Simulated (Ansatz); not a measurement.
# CH5GeNSi: the cost of one run

Computed with Ansatz 0.2.0, driven from Python. Level of theory: MP2/def2-SVP.

## Step 1: Starting point

Bond lengths: N1–C2 1.157 Å, C2–Ge3 1.894 Å, Ge3–Si4 2.313 Å, Ge3–H5 1.550 Å, Ge3–H6 1.550 Å, Si4–H7 1.470 Å, Si4–H8 1.470 Å, Si4–H9 1.470 Å. Angles: N1–C2–Ge3 180.0°, C2–Ge3–Si4 109.3°, C2–Ge3–H5 109.5°, C2–Ge3–H6 109.5°, Si4–Ge3–H5 109.5°, Si4–Ge3–H6 109.5°, H5–Ge3–H6 109.6°, Ge3–Si4–H7 109.4°, Ge3–Si4–H8 109.4°, Ge3–Si4–H9 109.4°, H7–Si4–H8 109.6°, H7–Si4–H9 109.5°, H8–Si4–H9 109.6°.

No structure file is read: the coordinates are typed or built in the script.

## Step 2: The script

Contents of scan_ch5gensi.py:

```python
import ansatz as az
import matplotlib.pyplot as plt
import numpy as np


def main() -> None:
    ch5gensi = (
        az.Crystal.molecule()
        .atom("N", (2.873, -1.2552, -0.3872))
        .atom("C", (2.0143, -0.4958, -0.23))
        .atom("Ge", (0.6083, 0.7464, 0.0272))
        .atom("Si", (-1.4086, -0.3842, 0.082))
        .atom("H", (0.8177, 1.4945, 1.3685))
        .atom("H", (0.5978, 1.7652, -1.1408))
        .atom("H", (-1.6039, -1.0956, -1.19))
        .atom("H", (-2.5032, 0.577, 0.2816))
        .atom("H", (-1.3954, -1.3522, 1.1887))
    )

    symbols = [site.symbol for site in ch5gensi.cartesian_sites]
    start = np.array([site.position_ang for site in ch5gensi.cartesian_sites])
    axis = (start[4] - start[2]) / np.linalg.norm(start[4] - start[2])
    moving = [4]
    lengths, energies = [1.364, 1.426, 1.488, 1.55, 1.612, 1.674, 1.736, 1.829], []
    for length in lengths:
        xyz = start.copy()
        xyz[moving] += (length - np.linalg.norm(start[4] - start[2])) * axis
        point = az.Crystal.molecule()
        for symbol, place in zip(symbols, xyz):
            point = point.atom(symbol, place.tolist())
        calc = point.calculation()
        calc = calc.basis(gaussian="def2-SVP")
        calc = calc.correlation("MP2")
        rep = calc.run(threads=1).report
        energies.append(rep["free_energy_ev"])
        print(f"r = {length:6.3f} A  E = {energies[-1]:.5f} eV  <S^2> = {abs(rep['mean_field']['state']['spin_squared']):.3f}")

    fit = np.polynomial.Polynomial.fit(lengths, np.array(energies) - min(energies), 4).convert()
    roots = [r.real for r in fit.deriv().roots() if abs(r.imag) < 1e-9 and fit.deriv(2)(r.real) > 0]
    r_e = min(roots, key=lambda r: abs(r - lengths[int(np.argmin(energies))]))
    print(f"minimum of the fit at {r_e:.4f} A, force constant {fit.deriv(2)(r_e):.2f} eV/A^2")
    plt.figure(figsize=(4.5, 3))
    plt.plot(lengths, np.array(energies) - min(energies), "o-")
    plt.xlabel("bond length (A)")
    plt.ylabel("E - E(min) (eV)")
    plt.tight_layout()
    plt.savefig("scan.png", dpi=100)


if __name__ == "__main__":
    main()
```

## Step 3: The input behind the calls

The engine receives this input (first run):

```yaml
crystal:
  periodic: [false, false, false]
  atoms:
    - { symbol: "N", position_ang: [2.873, -1.2552, -0.3872] }
    - { symbol: C, position_ang: [2.0143, -0.4958, -0.23] }
    - { symbol: Ge, position_ang: [0.6083, 0.7464, 0.0272] }
    - { symbol: Si, position_ang: [-1.4086, -0.3842, 0.082] }
    - { symbol: H, position_ang: [0.7925686383264319, 1.4047159901241817, 1.2075224669877893] }
    - { symbol: H, position_ang: [0.5978, 1.7652, -1.1408] }
    - { symbol: H, position_ang: [-1.6039, -1.0956, -1.19] }
    - { symbol: H, position_ang: [-2.5032, 0.577, 0.2816] }
    - { symbol: H, position_ang: [-1.3954, -1.3522, 1.1887] }
basis:
  gaussian:
    orbitals: def2-SVP
correlation:
  method: mp2
```

## Step 4: The run

Command:

```bash
> python scan_ch5gensi.py
```

What time and memory should one allow on 1 thread of Arm Neoverse V2, shared host?

About 16 s, with a peak of 0.31 GiB.
